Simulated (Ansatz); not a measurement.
# C₂HNSe: taking an electron away

An exercise on one series of results from a longer session: the logs are not shown, and one member is left open.

The runs use Ansatz 0.2.0, Gaussian basis; unrestricted cation, the program's frozen cores in correlated methods.

The runs, in order: UKS PBE-D4/def2-TZVPP; UKS r2SCAN-D4/def2-TZVPP; UKS PBE0-D4/def2-TZVPP; UKS B3LYP-D4/def2-TZVPP; UKS wB97X-V/def2-TZVPP; UKS wB97M-V/def2-TZVPP; UKS B2PLYP/def2-TZVPP; UHF-CCSD(T)/def2-TZVPP; UHF-MP2/def2-QZVPP; extrapolation to the limit; then −ε(HOMO) from the neutral's earlier runs with LDA (SPW92), PBE-D4, revPBE-D4, BLYP-D4, r2SCAN-D4, B97M-V, PBE0-D4, B3LYP-D4, r2SCANh-D4, r2SCAN0-D4, HSE06-D4, BHLYP-D4, CAM-B3LYP-D4, LC-ωPBE, ωB97X-V, ωB97M-V.

### The relaxed structure

An earlier PBE0-D4 in a triple-zeta def2 set relaxation fixed the geometry.

5 atoms, charge 0, spin multiplicity 1.

Atoms are counted from 1 here; the program's logs count them from 0.

Bond lengths: N1–C2 1.237 Å, N1–H5 1.023 Å, C2–C3 1.276 Å, C3–Se4 1.707 Å. Angles: C2–N1–H5 113.7°, N1–C2–C3 171.8°, C2–C3–Se4 176.9°.

The first run:

Input file in.yaml:

```yaml
crystal:
  periodic: [false, false, false]
  atoms:
    - {symbol: N, position_ang: [0.717030, 1.209030, 0.515423]}
    - {symbol: C, position_ang: [0.171769, 0.167294, 0.131549]}
    - {symbol: C, position_ang: [-0.290071, -0.991170, -0.136149]}
    - {symbol: Se, position_ang: [-0.960688, -2.502525, -0.560283]}
    - {symbol: H, position_ang: [0.411960, 2.043670, 0.008059]}
basis:
  gaussian: {orbitals: def2-TZVPP}
total_charge: 1
magnetization: {spin_polarized: true, initial_magnetization: 1}
hamiltonian: {xc: pbe, dispersion: d4}
```

Started as:

```
$ ansatz run in.yaml --threads 2 --pin off --events-out ev --progress --plain --max-ram 4352MiB
```

Among the steps run: Cation, UKS PBE-D4/def2-TZVPP; Cation, UKS r2SCAN-D4/def2-TZVPP; Cation, UKS PBE0-D4/def2-TZVPP; Cation, UKS B3LYP-D4/def2-TZVPP; Cation, UKS wB97X-V/def2-TZVPP; Cation, UKS wB97M-V/def2-TZVPP; Cation, UKS B2PLYP (frozen core)/def2-TZVPP; Cation, UHF-CCSD(T)/def2-TZVPP; Cation, UHF-MP2/def2-QZVPP.

One of the session's tables, all rows but one given; the rest of the session is left out.

Orbital estimates, from the neutral's runs:

| functional | −ε(HOMO) (eV) |
| --- | --- |
| LDA (SPW92) | 5.10 |
| PBE-D4 | 4.95 |
| revPBE-D4 | 4.90 |
| BLYP-D4 | 4.81 |
| r2SCAN-D4 | 5.14 |
| B97M-V | 5.20 |
| PBE0-D4 | 6.05 |
| B3LYP-D4 | 5.85 |
| r2SCANh-D4 | 5.56 |
| r2SCAN0-D4 | 6.18 |
| HSE06-D4 | 5.67 |
| BHLYP-D4 | 7.03 |
| CAM-B3LYP-D4 | 7.28 |
| LC-ωPBE | ? |
| ωB97X-V | 8.21 |
| ωB97M-V | 8.08 |

Q: Estimate the row for LC-ωPBE from the others.

The run gave: −ε(HOMO) (eV): 8.56. In the column «−ε(HOMO) (eV)» it is the highest.
